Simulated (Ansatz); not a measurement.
# GaHBr2: a ladder of functionals and wavefunction methods

The task here is to estimate one member of a computed series from the others.

The runs use Ansatz 0.2.0, Gaussian basis; functionals in def2-TZVPP, the program's frozen cores in correlated methods.

Plan: LDA (SPW92), PBE-D4, revPBE-D4, BLYP-D4, r2SCAN-D4, B97M-V, PBE0-D4, B3LYP-D4, r2SCANh-D4, r2SCAN0-D4, HSE06-D4, BHLYP-D4, CAM-B3LYP-D4, LC-ωPBE, ωB97X-V, ωB97M-V, B2PLYP, PBE-QIDH; CCSD(T)/def2-SVP; CCSD(T)/def2-TZVPP; MP2/def2-QZVPP; extrapolation to the limit; RPA on PBE.

## The geometry

All runs share one geometry, relaxed beforehand with PBE0-D4 in a triple-zeta def2 set.

SMILES `[Br][GaH][Br]`, 4 atoms, charge 0, spin multiplicity 1.

Atoms are counted from 1 here; the program's logs count them from 0.

Bond lengths: Br1–Ga2 2.274 Å, Ga2–Br3 2.274 Å, Ga2–H4 1.548 Å. Angles: Br1–Ga2–Br3 116.0°, Br1–Ga2–H4 122.0°, Br3–Ga2–H4 122.0°.

The first run:

Input file in.yaml:

```yaml
crystal:
  periodic: [false, false, false]
  atoms:
    - {symbol: Br, position_ang: [-2.066710, 0.047439, -0.609122]}
    - {symbol: Ga, position_ang: [0.130794, 0.163640, -0.035650]}
    - {symbol: Br, position_ang: [1.021537, -1.717934, 0.879581]}
    - {symbol: H, position_ang: [0.969879, 1.446456, -0.255109]}
basis:
  gaussian: {orbitals: def2-TZVPP}
hamiltonian: {xc: lda}
output: {orbitals: {seedname: orbitals}}
```

Among the steps run: LDA; PBE-D4 (GGA); revPBE-D4 (GGA); BLYP-D4 (GGA); r2SCAN-D4 (meta-GGA); B97M-V (meta-GGA); PBE0-D4 (hybrid); B3LYP-D4 (hybrid); r2SCANh-D4 (hybrid); r2SCAN0-D4 (hybrid); HSE06-D4 (hybrid); BHLYP-D4 (hybrid); CAM-B3LYP-D4 (range-separated); LC-ωPBE-D4 (range-separated; the results give it without D4); ωB97X-V (range-separated); ωB97M-V (range-separated); B2PLYP (double hybrid); PBE-QIDH (double hybrid).

One of the session's tables, all rows but one given; the rest of the session is left out.

It belongs to the step «Orbital energies across the functionals». 

```
  functional  HOMO (eV)  LUMO (eV)  gap (eV)
 LDA (SPW92)          ?          ?         ?
      PBE-D4      -7.24      -2.63      4.61
   revPBE-D4      -7.18      -2.51      4.68
     BLYP-D4      -7.05      -2.55      4.51
   r2SCAN-D4      -7.58      -2.42      5.16
      B97M-V      -7.65      -2.55      5.09
     PBE0-D4      -8.51      -1.88      6.63
    B3LYP-D4      -8.23      -2.12      6.11
  r2SCANh-D4      -8.04      -2.15      5.89
  r2SCAN0-D4      -8.74      -1.75      6.98
    HSE06-D4      -8.12      -2.24      5.87
    BHLYP-D4      -9.61      -1.13      8.48
CAM-B3LYP-D4      -9.81      -0.98      8.82
     LC-ωPBE     -11.21       0.16     11.37
     ωB97X-V     -10.84       0.03     10.88
     ωB97M-V     -10.70      -0.15     10.55
```

**Question.** Estimate the row for LDA (SPW92).

The run gave: HOMO (eV): -7.40; LUMO (eV): -2.92; gap (eV): 4.48. In the column «HOMO (eV)» it lies between r2SCAN-D4 (-7.58) and PBE-D4 (-7.24).
